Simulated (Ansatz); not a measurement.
**Reference phase of Be, 2 atoms**

Aim: the perfect cell at several levels of theory (PBEsol, r²SCAN, HSE06 and PBE), as the reference that defects and stacks are counted from.

All numbers are computed with Ansatz 0.2.0 (PAW, plane waves).

### Step 1. Starting point

2 atoms (2 Be); a = 2.256 Å, b = 2.256 Å, c = 3.557 Å, α = 90.00°, β = 90.00°, γ = 120.00°.

Steps to follow: (2) PBEsol single point at a 13×13×7 mesh, on 2 threads; (3) r²SCAN single point at a 13×13×7 mesh, on 2 threads; (4) HSE06 single point at a 13×13×7 mesh, on 2 threads; (5) PBE single point at a 13×13×7 mesh, on 2 threads.

As a file:

```xyz
2
Lattice="2.2556 0.0000 0.0000 -1.1278 1.9534 0.0000 0.0000 0.0000 3.5569" Properties=species:S:1:pos:R:3 pbc="T T T"
Be    0.0000    1.3023    0.8892
Be    1.1278    0.6511    2.6677
```

### Step 2. Single point with PBEsol

Input file in.yaml:

```yaml
crystal:
  lattice:
    - [2.255598, 0.000000, 0.000000]
    - [-1.127799, 1.953405, 0.000000]
    - [0.000000, 0.000000, 3.556889]
  atoms:
    - { symbol: Be, position: [0.333333, 0.666667, 0.250000] }
    - { symbol: Be, position: [0.666667, 0.333333, 0.750000] }
kpoints:
  mp_grid: { grid: [13, 13, 7] }
hamiltonian:
  xc: pbesol
scf:
  occupations: { method: fermi_dirac, width: 0.1 }
output:
  forces: true
  eigenvalues: true
  stress: true
  populations: true
```

Started as:

```console
$ ansatz run in.yaml --threads 2 --pin off --max-ram 4750MiB --runs-dir r --events-out ev --progress --plain
```

### Step 3. Single point with r²SCAN

Changes to in.yaml since step 2:

```diff
@@ -11,3 +11,3 @@
 hamiltonian:
-  xc: pbesol
+  xc: r2scan
 scf:
@@ -17,3 +17,2 @@
   eigenvalues: true
-  stress: true
   populations: true
```

### Step 4. Single point with HSE06

Changes to in.yaml since step 3:

```diff
@@ -11,3 +11,3 @@
 hamiltonian:
-  xc: r2scan
+  xc: hse06
 scf:
```

### Step 5. PBE single point

Changes to in.yaml since step 4:

```diff
@@ -11,3 +11,3 @@
 hamiltonian:
-  xc: hse06
+  xc: pbe
 scf:
```

What does the calculation give? Wanted: for each run, energy; pressure.

The runs gave:

```
 level                   time  energy (eV/atom)  pressure (GPa)
PBEsol  0.9 s (2 CPU threads)          -90.3480            0.07
r²SCAN  1.6 s (2 CPU threads)          -93.3344               -
 HSE06   17 s (2 CPU threads)          -92.8591               -
   PBE    1 s (2 CPU threads)          -92.7615               -
```

**Reading.** No level run gives a gap: levels at the Fermi energy are partly filled.
